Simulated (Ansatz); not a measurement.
This script makes an atomisation energy of AlBH₆OSi, SMILES [AlH2][BH]O[SiH3] with Ansatz 0.2.0 through its Python package.

The script, `tae.py`:
```python
"""Energy to split AlBH6OSi into its atoms."""

from collections import Counter
import logging
import sys

import ansatz as az

logging.basicConfig(stream=sys.stdout, format="%(levelname)s:%(name)s:%(message)s")
logger = logging.getLogger("calc")
logger.setLevel(logging.INFO)


def total_energy(molecule, charge=0, unpaired=0):
    calc = molecule.calculation().basis(gaussian="def2-TZVPP").functional("r2scan")
    if charge:
        calc = calc.charge(charge)
    if unpaired:
        calc = calc.spin("collinear", total=unpaired)
    report = calc.run(threads=1, pin="off").report
    if report["published_state_doubts"]:
        print("  doubts:", report["published_state_doubts"])
    return report["free_energy_ev"]


def main() -> None:
    geometry_ang = [
        ("Al", [-0.4483, 2.078, -0.0075]),
        ("B", [0.3103, 0.4449, 0.8917]),
        ("O", [1.2113, -0.4167, 0.1533]),
        ("Si", [0.3691, -1.7028, -0.4568]),
        ("H", [-0.1689, 2.4211, -1.5701]),
        ("H", [-1.4553, 3.1127, 0.8056]),
        ("H", [0.1295, 0.2593, 2.0438]),
        ("H", [-0.3126, -2.4273, 0.6426]),
        ("H", [-0.7223, -1.1798, -1.3368]),
        ("H", [1.1704, -2.6405, -1.1628]),
    ]
    geometry = az.Crystal.molecule()
    for symbol, xyz in geometry_ang:
        geometry = geometry.atom(symbol, xyz)

    # Hund ground states
    unpaired = {"Al": 1, "B": 1, "O": 2, "Si": 2, "H": 1}
    counts = Counter(site.symbol for site in geometry.cartesian_sites)
    atom_energy = {s: total_energy(az.Crystal.molecule().atom(s, (0, 0, 0)), 0, unpaired[s]) for s in counts}
    whole = total_energy(geometry, 0, 0)
    for s, e in atom_energy.items():
        logger.info(f"{s:2s} x{counts[s]}  {e:14.5f} eV")
    logger.info(f"AlBH6OSi: {whole:.5f} eV")
    split = sum(counts[s] * e for s, e in atom_energy.items()) - whole
    logger.info(f"atomisation energy (no zero-point term): {23.060548 * split:.1f} kcal/mol, {split / sum(counts.values()):.3f} eV an atom")


if __name__ == "__main__":
    main()
```

What does it cost to take this molecule apart into atoms?

735.9 kcal/mol from the electronic energies, without the zero-point term.

What the script printed:

```console
$ python tae.py
INFO:calc:Al x1     -6594.15186 eV
INFO:calc:B  x1      -670.40004 eV
INFO:calc:O  x1     -2042.44896 eV
INFO:calc:Si x1     -7873.37701 eV
INFO:calc:H  x6       -13.60370 eV
INFO:calc:AlBH6OSi: -17293.91163 eV
INFO:calc:atomisation energy (no zero-point term): 735.9 kcal/mol, 3.191 eV an atom
```

What to keep in mind:
- Total energies depend on the basis set; only differences at equal settings carry meaning.
- The geometry is a force-field or estimated start, not a minimum of this method, and the basis set is short of its limit. All parts are taken at fixed geometry, without zero-point energy.
- Wall time of the script: 20 s on 1 thread of Arm Neoverse V1, on a shared host, peak memory 0.35 GiB.
